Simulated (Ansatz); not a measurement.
GeW:

```xyz
2
Lattice="0.0000 2.5776 2.5776 2.5776 0.0000 2.5776 2.5776 2.5776 0.0000" Properties=species:S:1:pos:R:3 pbc="T T T"
Ge    2.5776    2.5776    2.5776
W     0.0000    0.0000    0.0000
```

The cell was built by a generator and needn't be a form met in nature.

Below is the output of Ansatz 0.2.0 for this cell. Logs are shortened: lines on timing, memory, paths and dates and some standing lists are left out, and cuts for length are marked.

```text
Warning: RAYON_NUM_THREADS=2 ignored (pool sized by the plan → 2); use --threads N
scf.n_extra_bands = 6 over 14 filled bands (N_el = 28.0): the run solves 20 bands
Engine: ansatz 0.2.0, aarch64-unknown-linux-gnu
Pseudopotentials: kind: paw
Pseudopotential: Ge, paw, valence charge 14, recommended cutoff 420 eV (normal), Ge.paw.azcp
Pseudopotential: W, paw, valence charge 14, recommended cutoff 420 eV (normal), W.paw.azcp
Functional definition: PBE
  parameter kappa = 0.804
  parameter beta = 0.06672455060314922
  exchange = pbe_x(kappa = kappa, mu = beta*pi^2/3)
  correlation = pbe_c(beta = beta)
Crystal: 2 atoms, lattice volume = 34.252 Å³
Basis set: ecut = 420 eV, 645 PW (Γ), exchange–correlation on 50×50×50 points (8 copies of the dense FFT grid, shifted against one another)
Bands: 20, of which v1, the nominal top of the filled ones, is band 14 counted from 1 (13 counted from 0)
Symmetry: 48 space group operations
Space group: Fm-3m (ITA 225), of the structure as read, at distance tolerance 3.2e-5 Å
k-points: 35 of 729
Non-local potential: Ge, projectors of the file, l = 0: 2, l = 1: 2, l = 2: 3, l = 3: 1
Non-local potential: W, projectors of the file, l = 0: 3, l = 1: 2, l = 2: 2, l = 3: 1
PAW form: soft (Blöchl's): semilocal exchange-correlation on the pseudo side does not see the compensation charge
PAW one-centre angular grid: Ge, 590 points (default); XC on 64 Gauss nodes
PAW one-centre angular grid: W, 590 points (default); XC on 64 Gauss nodes
Initial density: superposition of atomic densities (neutral atoms: chi_scale 0, normalization atom), corrected by the library's trained network
Initial wavefunctions: pseudopotential atomic-orbital guess
Functional: x = pbe(κ = 0.804, μ = 0.2195149727645171), c = pbe(β = 0.06672455060314922)
SCF iter   1: F=—  HF=-14678.058272 eV  |F-HF|=—  |Δ(HF+E_count)|=         —  Δρ=5.17e-3  dr2=1.07e-2  ethr=1.77e-3  ⟨swp⟩=5.9  Hψ=3546  notcnv=0  defer=5
preconditioner: auto → Kerker (q_TF=auto, 2.638 Å⁻¹)  [metal: Δε(μ)=0.048 eV  Ē_g=19.050 eV  σ=0.050 eV  W_gap=0.23  n_scr=14 (ndim 8)  ℏωp=28.4 eV  f_vac=0.000  D(μ)=3.01/eV (n_scr^D=26)]
SCF iter   2: F=—  HF=-14678.056558 eV  |F-HF|=—  |Δ(HF+E_count)|=   1.71e-3  Δρ=2.49e-3  dr2=1.95e-3  ethr=3.82e-5  ⟨swp⟩=1.1  Hψ=987  notcnv=0  defer=5
SCF iter   3: F=—  HF=-14678.056409 eV  |F-HF|=—  |Δ(HF+E_count)|=   1.49e-4  Δρ=5.64e-4  dr2=5.60e-5  ethr=6.97e-6  ⟨swp⟩=2.0  Hψ=799  notcnv=0  defer=5
SCF iter   4: F=—  HF=-14678.056426 eV  |F-HF|=—  |Δ(HF+E_count)|=   1.69e-5  Δρ=1.85e-4  dr2=9.16e-6  ethr=2.00e-7  ⟨swp⟩=2.2  Hψ=1050  notcnv=0  defer=5
SCF iter   5: F=—  HF=-14678.056417 eV  |F-HF|=—  |Δ(HF+E_count)|=   8.47e-6  Δρ=5.85e-5  dr2=1.05e-6  ethr=3.27e-8  ⟨swp⟩=2.0  Hψ=983  notcnv=0  defer=5
SCF iter   6: F=-14678.056417 eV  HF=-14678.056417 eV  |F-HF|=1.80e-8  |Δ(HF+E_count)|=   7.60e-8  Δρ=1.34e-5  dr2=5.76e-8  ethr=3.57e-10  ⟨swp⟩=4.8  Hψ=2805  notcnv=0
SCF 1 converged in 6 iterations: F = -14678.056417 eV  dr2 = 5.76e-8
  greatest PAW one-centre occupation: 0.999 electrons in one spin orbital (limit 2), on the W atom at site 1 (counted from 0), in its partial waves of l = 0
NSCF: frozen V_eff on 142 k-points
SCF converged after 6 iterations
Free energy (F): -14678.056417 eV
Harris-Foulkes:  -14678.056417 eV  (|F-HF|=1.80e-8)
Internal energy: -14678.032445 eV  (E = F + TS)
E sigma→0 (E₀):  -14678.044431 eV
Entropy (-TS):   -0.023972 eV (-11.986 meV/atom)
Fermi energy:    16.608660 eV
--- Per-component energies (eV) ---
  E_band       = -203.136196
  E_kinetic    = 562.363200
  E_local      = -2815.622432  (includes V_loc(G=0)·N_el)
  E_nonlocal   = 422.108157
  E_hartree    = 1185.494389
  E_xc         = -342.015619
  E_vxc        = -302.897268  (∫ρ·V_xc dr)
  E_paw        = -10583.687477  (= ΣΔE_a)
  E_vpaw       = -440.078678  (= ΣTr[D̂ρ^β])
  E_aug_tail   = 0.000282  (compensation charges beyond the density's cutoff)
  E_ewald      = -3106.672946
  E_smearing   = -0.023972  (= −TS)
  E_closure    = 0.000000  (closes the sum)
  Σ components = -14678.056417   (vs F -14678.056417, Δ=0.00e0)
--- Forces (eV/Å), atoms counted from 1 ---
  atom   1  Ge     0.00000000    -0.00000000     0.00000000
  atom   2  W     -0.00000000     0.00000000    -0.00000000
  max |Σ_I F_I| component: 2.52e-29 eV/Å
--- Stress (GPa, compression-positive) ---
        0.196694       0.000000      -0.000000
        0.000000       0.196694      -0.000000
       -0.000000       0.000000       0.196694
  P = ⅓ Tr σ = 0.1967 GPa (1.967 kbar)
--- Band table (eV; the first three rows and the last of 35) ---
  k-point 0: bands = ["-57.8055", "-22.0364", "-22.0364", "-22.0364", "-7.8325", "-7.8325", "-7.7731", "-7.7731", "-7.7731", "4.2822", "14.9984", "14.9984", "14.9984", "15.7353", "15.7353", "19.0393", "19.0393", "19.0393", "24.1587", "24.8198"]
  k-point 1: bands = ["-57.8051", "-22.0485", "-22.0386", "-22.0386", "-7.8281", "-7.8281", "-7.7720", "-7.7712", "-7.7712", "4.5236", "14.5451", "14.8825", "14.8825", "15.4387", "15.4387", "18.4642", "19.9017", "19.9017", "25.1108", "25.2659"]
  k-point 2: bands = ["-57.8041", "-22.0790", "-22.0441", "-22.0441", "-7.8171", "-7.8171", "-7.7692", "-7.7664", "-7.7664", "5.2256", "13.2758", "14.0469", "14.0469", "15.8094", "15.8094", "17.7971", "21.6263", "21.6263", "24.6884", "27.1065"]
  k-point 34: bands = ["-57.8013", "-22.1072", "-22.0945", "-22.0756", "-7.8246", "-7.8019", "-7.7667", "-7.7603", "-7.7476", "7.5030", "11.9498", "12.6109", "13.0810", "17.1504", "17.1706", "18.1160", "18.1554", "20.0328", "26.1541", "27.4246"]
```

Question: What input gives this log?

Answer: Band structure with PBE, no spin polarisation. The files as run (others can give the same):

input.yaml
```yaml
crystal:
  lattice:
    - [0.0, 2.57761, 2.57761]
    - [2.57761, 0.0, 2.57761]
    - [2.57761, 2.57761, 0.0]
  atoms:
    - { symbol: Ge, position: [0.5, 0.5, 0.5] }
    - { symbol: W, position: [0.0, 0.0, 0.0] }
hamiltonian:
  xc: pbe
  pseudopotentials: { kind: paw }
kpoints:
  mp_grid: { grid: [9, 9, 9] }
  band_path:
    path:
      - [[0.0, 0.0, 0.0], [0.5, 0.0, 0.5], [0.5, 0.25, 0.75], [0.375, 0.375, 0.75], [0.0, 0.0, 0.0], [0.5, 0.5, 0.5], [0.625, 0.25, 0.625], [0.5, 0.25, 0.75], [0.5, 0.5, 0.5], [0.375, 0.375, 0.75]]
      - [[0.625, 0.25, 0.625], [0.5, 0.0, 0.5]]
    npoints: 14
scf:
  occupations: { method: fermi_dirac, width: 0.05 }
  n_extra_bands: 6
output:
  forces: true
  stress: true
  eigenvalues: true
  fatbands: true
```

Potentials or basis: Ansatz PAW.
Launch:
```bash
$ ansatz run input.yaml --threads 2 --pin off --max-ram 5632MiB --backend cpu --events-out ev --progress --plain --runs-dir out
```

Caveat: spin-orbit coupling is left out, which moves the levels of the heavy elements.
